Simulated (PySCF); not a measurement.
# F2O3Os (Os(O)3(F)2): the cost of one run

Method: B3LYP, Os def2-SVP with ECP60, O def2-SVP, F def2-SVP; scalar-relativistic core potentials, no spin–orbit coupling; program: PySCF 2.14.0.

2 further runs of the same task are left out: 2 for a known fault of the program.

## Step 1: The system as given

6 atoms, charge 0, spin multiplicity 1.

Bond lengths: Os1–O2 1.704 Å, Os1–O3 1.704 Å, Os1–O4 1.704 Å, Os1–F5 1.886 Å, Os1–F6 1.886 Å. Angles: O2–Os1–O3 119.9°, O2–Os1–O4 120.1°, O2–Os1–F5 90.0°, O2–Os1–F6 90.0°, O3–Os1–O4 120.1°, O3–Os1–F5 90.0°, O3–Os1–F6 90.0°, O4–Os1–F5 90.0°, O4–Os1–F6 90.0°, F5–Os1–F6 179.9°.

As a file:

| atom | x (Å) | y (Å) | z (Å) |
| --- | --- | --- | --- |
| Os1 | -0.0056 | 0.0000 | 0.0000 |
| O2 | -0.8590 | 0.0000 | 1.4744 |
| O3 | -0.8590 | 0.0000 | -1.4744 |
| O4 | 1.6981 | 0.0000 | 0.0000 |
| F5 | -0.0047 | 1.8861 | 0.0000 |
| F6 | -0.0047 | -1.8861 | 0.0000 |

Formal oxidation states: Os +8. An earlier session relaxed this geometry at B3LYP, Os def2-SVP with ECP60, O def2-SVP, F def2-SVP (singlet, point group D3h).

Its energy there is -515.711285 Eh.

## Step 2: Atoms moved at random, σ = 0.1 Å

run.py (the lines that set the calculation) reads:

```python
mol = gto.M(atom='''
Os     0.11194     0.03519    -0.07340
O     -0.85316    -0.07009     1.37802
O     -0.90953     0.12956    -1.46746
O      1.64944     0.02700     0.17772
F      0.06363     1.78905     0.02823
F     -0.09733    -1.91070    -0.04312''',
    basis={'Os': 'def2-SVP', 'O': 'def2-SVP', 'F': 'def2-SVP'},
    ecp={'Os': 'def2-SVP'},
    charge=0, spin=0)
mf = dft.RKS(mol, xc='B3LYP')
mf.grids.atom_grid = (50, 194)
mf = mf.density_fit()  # fitting sets: Os def2-universal-JKFIT, O def2-universal-JKFIT, F def2-universal-JKFIT
mf.conv_tol = 1e-08; mf.max_cycle = 55
mf.kernel(dm0)  # dm0: the density of the relaxed state
```

Launch:

```
> OMP_NUM_THREADS=2 python run.py
```

**Question.** How long does this run take on 2 threads of Intel Xeon Platinum 8259CL at 2.50GHz (Skylake/Cascade Lake), shared host?

About 6.6 s.
